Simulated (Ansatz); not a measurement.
A nudged elastic band was laid between two geometries of a periodic cell of 31 atoms, Al30Cu (host Al, host structure fcc, dopant Cu, one Al atom removed).

Computed with Ansatz 0.2.0, DFT PBE, scalar-relativistic, plane waves, PAW. Settings: PAW set soft_1, cutoff 420 eV, k mesh 3x3x3, gaussian smearing 0.1 eV, no spin polarisation.

```json
{
 "movable images": "7",
 "climbing image": "yes",
 "spring": "5.0 eV/Å²",
 "optimiser": "quadratic models (default)",
 "start path": "IDPP",
 "force threshold": "0.03 eV/Å",
 "iteration limit": "29",
 "end points": "relaxed"
}
```

Image 0:

```xyz
31
Lattice="8.1000 0.0000 0.0000 0.0000 8.1000 0.0000 0.0000 0.0000 8.1000" Properties=species:S:1:pos:R:3
Al 4.024 0.014 -0.013
Al 6.051 2.059 -0.015
Al 6.067 0.000 2.017
Al 0.021 0.031 -0.014
Cu 4.096 4.104 -0.007
Al 6.064 6.076 -0.015
Al 2.022 0.028 1.996
Al 4.007 2.067 1.911
Al 6.049 4.068 2.011
Al 4.057 0.007 4.037
Al 6.055 2.037 4.036
Al 6.069 -0.002 6.053
Al 0.002 4.037 -0.015
Al 2.046 6.065 -0.017
Al 0.014 2.032 1.994
Al 2.056 4.019 1.911
Al 4.055 6.058 2.011
Al -0.014 -0.002 4.033
Al 2.024 2.035 4.036
Al 4.045 4.058 4.039
Al 6.067 6.079 4.037
Al 2.021 0.025 6.075
Al 4.007 2.063 6.164
Al 6.045 4.067 6.065
Al -0.011 6.080 2.018
Al -0.003 4.068 4.036
Al 2.022 6.068 4.036
Al 0.016 2.031 6.075
Al 2.055 4.020 6.164
Al 4.056 6.056 6.064
Al -0.013 6.079 6.049
```

Image 8:

```xyz
31
Lattice="8.1000 0.0000 0.0000 0.0000 8.1000 0.0000 0.0000 0.0000 8.1000" Properties=species:S:1:pos:R:3
Al 4.020 0.026 0.000
Al 6.061 2.049 0.000
Al 6.081 0.004 2.036
Al 0.004 0.004 0.000
Cu 1.988 1.988 0.000
Al 6.055 6.055 0.000
Al 2.012 0.027 2.020
Al 4.017 2.066 1.934
Al 6.057 4.053 2.005
Al 4.046 0.014 4.050
Al 6.081 2.016 4.050
Al 6.081 0.004 6.064
Al 0.026 4.020 0.000
Al 2.049 6.061 0.000
Al 0.027 2.012 2.020
Al 2.066 4.017 1.934
Al 4.053 6.057 2.005
Al 0.003 0.003 4.050
Al 2.021 2.021 4.050
Al 4.049 4.049 4.050
Al 6.084 6.084 4.050
Al 2.012 0.027 6.080
Al 4.017 2.066 6.166
Al 6.057 4.053 6.095
Al 0.004 6.081 2.036
Al 0.014 4.046 4.050
Al 2.016 6.081 4.050
Al 0.027 2.012 6.080
Al 2.066 4.017 6.166
Al 4.053 6.057 6.095
Al 0.004 6.081 6.064
```

**Question.** What changes between the two ends?

**Answer.** The atom that moves furthest is Cu5, by 2.99 Å; four of its nearest neighbours are Al6 2.79, Al8 2.80, Al16 2.80, Al9 2.81 Å at the first end and Al23 2.80, Al29 2.80, Al8 2.80, Al16 2.80 Å at the last.

**Question.** Give the energies along the band, and the barrier.

**Answer.** The forces met the threshold. The highest image is number 4 of 0 to 8, 0.44 eV above the ends, which have the same energy within 2 meV. By the program's own check the climbing image is a first-order saddle point (lowest curvatures found: -0.80 and 0.16 eV/Å²). Limits of this set-up: coarse k mesh, a small cell, in which the defect meets its images, a typed lattice constant that wasn't relaxed here.

```csv
image,path coordinate (Å),energy (eV),Al2–Cu5 (Å),Cu5–Al6 (Å),Cu5–Al9 (Å)
0,0.00,0.00,2.83,2.79,2.81
1,0.39,0.07,2.76,3.15,2.97
2,0.78,0.23,2.75,3.53,3.19
3,1.17,0.38,2.80,3.90,3.44
4,1.56,0.44,2.93,4.27,3.73
5,1.94,0.39,3.18,4.65,4.04
6,2.33,0.23,3.48,5.01,4.35
7,2.71,0.08,3.78,5.38,4.66
8,3.10,0.00,4.03,5.70,4.95
```

**Question.** What is the geometry of the highest image?

**Answer.** 
```xyz
31
Lattice="8.1000 0.0000 0.0000 0.0000 8.1000 0.0000 0.0000 0.0000 8.1000" Properties=species:S:1:pos:R:3:forces:R:3
Al 3.965 0.104 -0.007 0.00 0.00 0.00
Al 5.973 2.113 -0.007 0.00 0.00 0.00
Al 6.071 0.007 2.008 0.00 0.00 0.00
Al 0.011 0.028 -0.007 0.00 0.00 0.00
Cu 3.156 2.922 -0.009 -0.01 0.01 0.01
Al 6.050 6.066 -0.007 0.00 0.00 0.00
Al 1.988 0.019 2.023 0.00 0.00 0.00
Al 4.055 2.023 2.119 0.00 0.00 0.00
Al 6.058 4.089 2.023 0.00 0.00 0.00
Al 4.044 -0.043 4.044 0.00 0.00 0.00
Al 6.120 2.033 4.044 0.00 0.00 0.00
Al 6.071 0.007 6.079 0.00 0.00 0.00
Al 0.038 4.007 -0.007 0.00 0.00 0.00
Al 2.071 6.040 -0.007 0.00 0.00 0.00
Al 0.002 2.012 1.999 0.00 0.00 0.00
Al 2.047 4.030 2.012 0.00 0.00 0.00
Al 4.066 6.076 1.999 0.00 0.00 0.00
Al -0.023 -0.007 4.043 0.00 0.00 0.00
Al 1.978 2.013 4.043 0.01 0.01 0.00
Al 4.065 4.099 4.043 -0.01 -0.01 0.00
Al 6.084 6.101 4.043 0.00 0.00 0.00
Al 1.988 0.020 6.063 0.00 0.00 0.00
Al 4.055 2.023 5.967 0.00 0.00 -0.01
Al 6.058 4.090 6.063 0.00 0.00 0.00
Al 0.001 6.076 2.022 0.00 0.00 0.00
Al -0.013 4.058 4.043 0.00 0.00 0.00
Al 2.019 6.090 4.043 0.00 0.00 0.00
Al 0.002 2.012 6.088 0.00 0.00 0.00
Al 2.047 4.031 6.074 0.00 0.00 0.00
Al 4.066 6.076 6.088 0.00 0.00 0.00
Al 0.001 6.076 6.065 0.00 0.00 0.00
```

Time of the run: 13 min on 4 threads of Arm Neoverse V2, on a shared host, peak memory 4.7 GiB.
